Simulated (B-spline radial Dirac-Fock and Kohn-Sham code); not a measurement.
# Internal conversion in Ag

Aim: how often a nuclear transition in Ag ejects an electron in place of a γ ray, by multipolarity.

Program: B-spline radial Dirac-Fock and Kohn-Sham code, version 5. Model: internal conversion coefficients: Dirac-Hartree-Slater potential of the neutral atom with a Latter tail, no hole, finite nucleus with surface currents. All values are calculated, but those marked as tabulated.

## Step 1: The atom as given

Neutral silver in the configuration [Kr] 4d10 5s1.

```yaml
nuclear_charge: 47
electrons: 47
mass_number: 107
nuclear_rms_radius: 4.5454 fm
```

Outer shells as boxes (Hund's rule, for the drawing alone; heavy ions are jj-coupled, and the calculation averages over the configuration):

```
[Kr] core
4d [↑↓][↑↓][↑↓][↑↓][↑↓]
5s [↑ ]
```

## Step 2: 50.00 keV

The item in task.json (cfg lists n, l and electrons):

```json
{
  "Z": 47,
  "q": 0,
  "cfg": [[1, 0, 2], [2, 0, 2], [2, 1, 6], [3, 0, 2], [3, 1, 6], [3, 2, 10], [4, 0, 2], [4, 1, 6], [4, 2, 10], [5, 0, 1]],
  "A": 107,
  "rrms": 4.5454,
  "tag": "ground",
  "do": "conversion",
  "edges": {"K": 25514.0, "L1": 3806.0, "L2": 3524.0, "L3": 3351.0, "M1": 719.0, "M2": 603.8, "M3": 573.0, "M4": 374.0, "M5": 368.3, "N1": 97.0, "N2": 63.7, "N3": 58.3, "N4": 4.0, "N5": 4.0},
  "gamma": [20, 50, 100, 131.0, 324.0, 517.0, 751.0, 918.0, 1090.0, 1800.0]
}
```

Launch:

```console
> python xray2_run.py task.json out
```

This run: transition_energy = 50.

## Step 3: 131.0 keV

This run: transition_energy = 131.0.

## Step 4: 517.0 keV

This run: transition_energy = 517.0.

## Step 5: 918.0 keV

This run: transition_energy = 918.0.

## Step 6: 1800 keV

This run: transition_energy = 1800.0.

(Steps that only read results are left out.)

What does the calculation give?

As calculated:

| quantity | value |
| --- | --- |
| E1, M1, E2 at 517.0 keV | 0.00187, 0.00565, 0.00576 |
| share of decays by electrons for M1 there | 0.562 % |

**Reading.** At 517.0 keV γ emission outweighs conversion for every multipole up to E3 and M3. From 50.00 to 1800 keV the M1 coefficient goes as energy to the power -2.5. L1/L3 is 87.1 for M1 and 12.0 for E2, so the L lines reveal the mixture. Pair formation and nuclear penetration beyond the surface-current model are left out.
